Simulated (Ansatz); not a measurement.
# CH3BOS: the cost of one run

Program: Ansatz 0.2.0. Level of theory: RKS PBE0-D4/def2-SVP. These are calculated values, not measurements.

### 1 The starting structure

7 atoms, charge 0, spin multiplicity 1.

Atoms are counted from 1 here; the program's logs count them from 0.

Bond lengths: O1–C2 1.225 Å, C2–B3 1.600 Å, C2–H5 1.139 Å, B3–S4 1.782 Å, B3–H6 1.210 Å, S4–H7 1.363 Å. Angles: O1–C2–B3 121.6°, O1–C2–H5 119.6°, B3–C2–H5 118.8°, C2–B3–S4 116.2°, C2–B3–H6 121.7°, S4–B3–H6 122.1°, B3–S4–H7 98.4°.

Coordinates:

```xyz
7

O    -1.4105    1.7709    0.1069
C    -0.8333    0.8375   -0.4367
B     0.1166   -0.1537    0.3853
S     1.1809   -1.2072   -0.5811
H    -0.9488    0.6815   -1.5592
H     0.1264   -0.1673    1.5956
H     1.8299   -1.8298    0.4436
```

This geometry comes from a loose relaxation at PBE in a small basis, which is not shown.

### 3 Plan of the scan

First coordinate, dihedral C2–B3–S4–H7: 12 values from −180 to 150 °, periodic. Second coordinate, dihedral O1–C2–B3–S4: 12 values from −180 to 150 °, periodic.

Relaxed at each point: all other coordinates. Energies count from the relaxed molecule at the same level.

(The set-up runs are not shown.)

### 4 Grid point dihedral C2–B3–S4–H7 = −120°, dihedral O1–C2–B3–S4 = 30°

File input.yaml:

```yaml
crystal:
  periodic: [false, false, false]
  atoms:
    - { symbol: O, position_ang: [-1.809701, 1.202376, 0.049688] }
    - { symbol: C, position_ang: [-0.606925, 1.260843, -0.072098] }
    - { symbol: B, position_ang: [0.655897, 0.280602, -0.083378] }
    - { symbol: S, position_ang: [1.058976, -1.389038, -0.517811] }
    - { symbol: H, position_ang: [-0.165998, 2.290172, 0.071404] }
    - { symbol: H, position_ang: [1.321874, 0.551578, 0.895595] }
    - { symbol: H, position_ang: [1.511804, -1.973826, 0.612631] }
basis:
  gaussian: { orbitals: def2-SVP }
hamiltonian:
  xc: pbe0
  dispersion: d4
output:
  forces: true
relax:
  f_tol: 0.02
  max_steps: 50
  escape_saddle: false
  constraints: [{ sites: [1, 2, 3, 6] }, { sites: [0, 1, 2, 3] }]
scf:
  lower_state_search: "off"
```

On the command line:

```
$ ansatz run input.yaml --threads 1 --pin off --max-ram 2560MiB --backend cpu --events-out ev --progress --plain --runs-dir out
```

**Question.** How long does this run take on 1 thread of Arm Neoverse V2, shared host, and how much memory does it need?

About 6.8 s, with a peak of 0.16 GiB.
